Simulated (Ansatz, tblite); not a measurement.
# ZnSe with GFN1-xTB from a Python script

These are simulated results from tblite 0.8.0, not measurements. The cell began as a measured structure and was relaxed with r2SCAN in plane waves (Ansatz 0.2.0). All runs are without spin polarisation.

Space group F-43m (No. 216), cubic; conventional cell a = 5.665 Å, 22.72 Å³ an atom. Around Zn lie 4 Se at 2.45 Å; around Se lie 4 Zn at 2.45 Å.

tblite solves periodic systems at the zone centre alone, so the script builds a cluster of 2×2×2 conventional cells (64 atoms), which folds in a coarse mesh of k points.

run.py reads:

```python
import json
from ase import Atoms
from ase.build import make_supercell
from ase.units import Bohr, GPa, Hartree
from tblite.interface import Calculator

atoms = Atoms(['Zn', 'Se'],
              cell=[[0.0, 2.832425, 2.832425], [2.832425, 0.0, 2.832425], [2.832425, 2.832425, 0.0]],
              scaled_positions=[[-0.0, 0.0, 0.0], [0.25, 0.25, 0.25]],
              pbc=True)
cluster = make_supercell(atoms, [[-2, 2, 2], [-2, -2, 2], [2, -2, 2]])
calc = Calculator('GFN1-xTB', cluster.numbers, cluster.positions / Bohr, lattice=cluster.cell[:] / Bohr, periodic=cluster.pbc)
calc.set('temperature', 0.02 / Hartree)
calc.set('max-iter', 150)
res = calc.singlepoint()
levels = res.get('orbital-energies') * Hartree
nv = round(res.get('orbital-occupations').sum() / 2)
cells = len(cluster) // len(atoms)
out = {'energy_per_cell': res.get('energy') * Hartree / cells, 'homo': levels[nv - 1], 'lumo': levels[nv],
       'stress': (-res.get('virial') * Hartree / cluster.get_volume() / GPa).tolist(), 'charges': res.get('charges')[:len(atoms)].tolist(), 'electrons': 2 * nv / cells}
json.dump(out, open('results.json', 'w'))
for key, value in out.items():
    print(key, value)
```

Command: `python run.py`. It took 2.5 s on 1 thread of Arm Neoverse V2, on a shared host, peak memory 0.12 GiB.

What it printed:

```
------------------------------------------------------------
  cycle        total energy    energy error   density error
------------------------------------------------------------
      1     -135.0684563902  -1.3473433E+02   6.2698512E-01
      2     -135.7224558059  -6.5399942E-01   3.0574580E-01
      3     -135.8248349800  -1.0237917E-01   1.9306287E-01
      4     -135.9822891425  -1.5745416E-01   1.6071905E-02
      5     -135.9852402640  -2.9511215E-03   1.5155819E-03
      6     -135.9852517013  -1.1437285E-05   9.5755070E-04
      7     -135.9852587618  -7.0605125E-06   4.7001029E-04
      8     -135.9852610548  -2.2929429E-06   1.2100400E-05
      9     -135.9852610561  -1.3054375E-09   2.0599868E-06
------------------------------------------------------------

 total:                                   1.946 sec
energy_per_cell -115.63585725690929
homo -10.281721923571652
lumo -10.281721923570677
stress [[6.079855354478729, -1.1468211949694578e-06, 1.1468215903019598e-06], [-1.1468211947054798e-06, 6.079855354480644, 1.146825596613777e-06], [1.1468215904408823e-06, 1.146825596531376e-06, 6.079855354479442]]
charges [0.14248325924062222, -0.1424685736629902]
electrons 8.0
```

The cycle table is in hartree for the whole cluster, and the lines after it are in eV (the energy for one cell). The printed stress is in GPa and positive in compression, and the pressure is its mean diagonal.

GFN1-xTB gives no gap at the points read. On the same cell, plane-wave PBE (Ansatz, 8×8×8 k points and the special points) gives a gap of 1.29 eV and r2SCAN a gap of 1.87 eV; on shared hosts these took about 2.5 and 6.2 core-seconds on the 2-atom cell, against 2.5 for the script. Semilocal gaps usually lie below measured ones. This method closes a gap that PBE finds, a failure in kind.

The same script was run on cells scaled at fixed shape and fractional coordinates:

| volume (Å³/atom) | energy (meV/atom) | pressure (GPa, positive in compression) | gap (eV) |
| --- | --- | --- | --- |
| 20.00 | 192.1 | 17.80 | 0.00 |
| 21.36 | 71.4 | 10.97 | 0.00 |
| 22.72 | 0.0 | 6.08 | 0.00 |
| 24.09 | -35.6 | 2.49 | 0.00 |
| 25.45 | -44.8 | -0.20 | 0.00 |

A Birch-Murnaghan fit puts the minimum at 25.35 Å³/atom, 11.5 % above the given cell, with a bulk modulus of 43.2 GPa at fixed shape.

xTB was fitted mostly to molecules, and a small cluster samples few k points, so gaps, pressures and kinks along a curve can be far from a solid's.

Spin-orbit coupling is left out.
